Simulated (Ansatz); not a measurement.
# CH5CuO2: the cost of one run

Program: Ansatz 0.2.0, Gaussian basis. Level of theory: the settings change from run to run. These are calculated values, not measurements.

### 1 The geometry

The structure was relaxed beforehand with PBE0-D4 in a triple-zeta def2 set.

SMILES `C[O][Cu-][OH2+]`, 9 atoms, charge 0, spin multiplicity 1.

Atoms are counted from 1 here; the program's logs count them from 0.

Bond lengths: C1–O2 1.387 Å, C1–H5 1.102 Å, C1–H6 1.104 Å, C1–H7 1.104 Å, O2–Cu3 1.778 Å, Cu3–O4 1.938 Å, O4–H8 0.963 Å, O4–H9 0.963 Å. Angles: O2–C1–H5 109.3°, O2–C1–H6 113.8°, O2–C1–H7 113.8°, H5–C1–H6 106.4°, H5–C1–H7 106.4°, H6–C1–H7 106.6°, C1–O2–Cu3 122.4°, O2–Cu3–O4 175.8°, Cu3–O4–H8 113.3°, Cu3–O4–H9 113.3°, H8–O4–H9 107.0°.

### 2 r2SCAN50/def2-SVPD

This run has charge +1, multiplicity 2.

Contents of in.yaml:

```yaml
crystal:
  periodic: [false, false, false]
  atoms:
    - {symbol: C, position_ang: [-0.359864, 1.928507, 0.146645]}
    - {symbol: O, position_ang: [-0.257895, 0.889974, -0.766883]}
    - {symbol: Cu, position_ang: [0.120007, -0.777252, -0.276647]}
    - {symbol: O, position_ang: [0.523809, -2.630359, 0.119660]}
    - {symbol: H, position_ang: [-0.602002, 2.860705, -0.387941]}
    - {symbol: H, position_ang: [-1.155232, 1.783729, 0.898159]}
    - {symbol: H, position_ang: [0.571742, 2.122084, 0.706111]}
    - {symbol: H, position_ang: [-0.176414, -3.237261, -0.143449]}
    - {symbol: H, position_ang: [1.335848, -2.940128, -0.295656]}
basis:
  gaussian: {orbitals: def2-SVPD}
total_charge: 1
magnetization: {spin_polarized: true, initial_magnetization: 1}
hamiltonian: {xc: {name: r2SCAN50}}
```

The run is started by

```sh
$ ansatz run in.yaml --threads 4 --pin off --events-out ev --progress --plain --max-ram 10444MiB
```

**Question.** How long does this run take on 4 threads of Arm Neoverse V2, shared host, and how much memory does it need?

About 18 s, with a peak of 0.76 GiB.
